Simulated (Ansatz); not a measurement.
# Sodium, diamond: r²SCAN0 at the r²SCAN geometry

Aim: see what exact exchange does to the levels, and what it costs. Spin polarisation is left out. The cell comes from an earlier r²SCAN relaxation. Exact exchange is dear, so the k-mesh is coarse, and r²SCAN is run on the same mesh for comparison.

Computed with Ansatz 0.2.0 (DFT, plane waves (500 eV) with PBE-made PAW files, scalar-relativistic; functionals as named at each step, unless a step says otherwise).

## Step 1: The structure to begin with

It takes space group Fd-3m (No. 227, cubic). The conventional cell has a = 7.630 Å, b = 7.630 Å, c = 7.630 Å, α = 90.00°, β = 90.00°, γ = 90.00°. Na (site symmetry -43m) has 4 Na at 3.30 Å as nearest neighbours.

Structure file:

```
CELL_PARAMETERS angstrom
0.00000 3.81493 3.81493
3.81493 0.00000 3.81493
3.81493 3.81493 0.00000
ATOMIC_POSITIONS crystal
Na 0.12500 0.12500 0.12500
Na 0.87500 0.87500 0.87500
```

## Step 2: r²SCAN on the coarse mesh

The run with r²SCAN.

File input.yaml:

```yaml
crystal:
  lattice:
    - [0.0, 3.8149304438, 3.8149304438]
    - [3.8149304438, 0.0, 3.8149304438]
    - [3.8149304438, 3.8149304438, 0.0]
  atoms:
    - { symbol: Na, position: [0.125, 0.125, 0.125] }
    - { symbol: Na, position: [0.875, 0.875, 0.875] }
hamiltonian:
  xc: r2scan
  pseudopotentials:
    kind: paw
    azcp:
      Na: "pseudopotentials/Na.paw.azcp"
basis:
  ecutwfc: 500
  fft_grid_basis: typed
kpoints:
  mp_grid: { grid: [4, 4, 4], shift: [0, 0, 0] }
magnetization:
  spin_polarized: false
scf:
  occupations: { method: fermi_dirac, width: 0.1 }
```

Command:

```bash
$ ansatz run input.yaml --threads 4 --pin off --max-ram 8192MiB --backend cpu --events-out ev --progress --plain --runs-dir out
```

## Step 3: r²SCAN0, coarse mesh

The run with r²SCAN0.

input.yaml, as its differences from that of step 2:

```diff
@@ -9,3 +9,3 @@
 hamiltonian:
-  xc: r2scan
+  xc: r2scan0
   pseudopotentials:
@@ -23 +23,6 @@
   occupations: { method: fermi_dirac, width: 0.1 }
+output:
+  write_density: true
+  write_potential: true
+  elf: true
+  volumetric_format: npy
```

(Steps that only read results are left out.)

What does the calculation give? Wanted: r²SCAN: gap; r²SCAN0: gap; r²SCAN0: relative to bcc.

The runs gave:

```
                             quantity                         value
                          r²SCAN: gap  none (levels filled in part)
                         r²SCAN0: gap  none (levels filled in part)
  r²SCAN0: SCF cycles, exchange loops                         14, 2
r²SCAN0: CPU time over that of r²SCAN                             9
             r²SCAN0: relative to bcc                 +347 meV/atom
```

What this shows: Both r²SCAN and r²SCAN0 leave levels filled in part. r²SCAN0 cost 9 times the CPU time of r²SCAN. The exchange operator of r²SCAN0 was renewed in 2 outer loops. To compare with dense-mesh energies, the change of r²SCAN from this mesh and smearing to its dense run (+26.4 meV/atom, from a run not shown) is added. Under r²SCAN0 it lies 347 meV/atom above bcc (computed apart in the same way); on such meshes a few tens of meV are uncertain for metals. The total energies in the logs cannot be compared from one functional to another.
